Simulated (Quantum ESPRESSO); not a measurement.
Here is a Quantum ESPRESSO 7.5 calculation.

Contents of pw.in:

```
&CONTROL
  calculation = 'scf'
  prefix = 'pwscf'
  outdir = './tmp'
  pseudo_dir = './pseudo'
  tprnfor = .true.
  disk_io = 'low'
  tefield = .true.
  dipfield = .true.
/
&SYSTEM
  ibrav = 0
  celldm(1) = 8
  nat = 2
  ntyp = 2
  ecutwfc = 84
  nbnd = 21
  occupations = 'smearing'
  smearing = 'fd'
  degauss = 0.00367493
  edir = 3
  emaxpos = 0.772
  eopreg = 0.0388
  eamp = 0
/
&ELECTRONS
  conv_thr = 2d-09
  electron_maxstep = 150
  mixing_beta = 0.3
  mixing_mode = 'local-TF'
/
ATOMIC_SPECIES
Ta   180.9479 Ta.upf
As    74.9216 As.upf
CELL_PARAMETERS alat
  0.7856205661060   0.0000000000000  -0.0000000000000
  0.0000000000000   0.7856205661060   0.0000000000000
 -0.0000000000000   0.0000000000000   6.0802623085554
ATOMIC_POSITIONS crystal
Ta     0.0000000000    0.0000000000    0.2717800000
As     0.5000000000    0.5000000000    0.3109600000
K_POINTS automatic
8 8 1 0 0 0
```

File pp_density.in:

```
&INPUTPP
  prefix = 'pwscf'
  outdir = './tmp'
  filplot = 'density.dat'
  plot_num = 0
/
&PLOT
  nfile = 1
  filepp(1) = 'density.dat'
  iflag = 3
  output_format = 6
  fileout = 'density.cube'
/
```

File pp_potential.in:

```
&INPUTPP
  prefix = 'pwscf'
  outdir = './tmp'
  filplot = 'potential.dat'
  plot_num = 11
/
&PLOT
  nfile = 1
  filepp(1) = 'potential.dat'
  iflag = 3
  output_format = 6
  fileout = 'potential.cube'
/
```

File pp_elf.in:

```
&INPUTPP
  prefix = 'pwscf'
  outdir = './tmp'
  filplot = 'elf.dat'
  plot_num = 8
/
&PLOT
  nfile = 1
  filepp(1) = 'elf.dat'
  iflag = 3
  output_format = 6
  fileout = 'elf.cube'
/
```

Potentials or basis: PseudoDojo 0.4.1 SR PBE standard.

The run is started by

```bash
$ OMP_NUM_THREADS=1 mpirun -n 2 pw.x -nk 2 -in pw.in > pw.out
$ OMP_NUM_THREADS=1 mpirun -n 1 pp.x -in pp_density.in > pp_density.out
$ OMP_NUM_THREADS=1 mpirun -n 1 pp.x -in pp_potential.in > pp_potential.out
$ OMP_NUM_THREADS=1 mpirun -n 1 pp.x -in pp_elf.in > pp_elf.out
```

**Question.** Estimate the dipole across the slab.

**Answer.** -0.07 D.

**Question.** Predict the work function of the upper face.

**Answer.** 4.72 eV.

**Question.** Estimate the band gap on the k mesh.

**Answer.** None (metal or under the smearing width).

Forces in eV/Å, atoms in the order of the input:
```
Ta   0.000  0.000 -0.023
As   0.000  0.000  0.023
```

Spin-orbit coupling is left out, which matters for the levels of Ta.
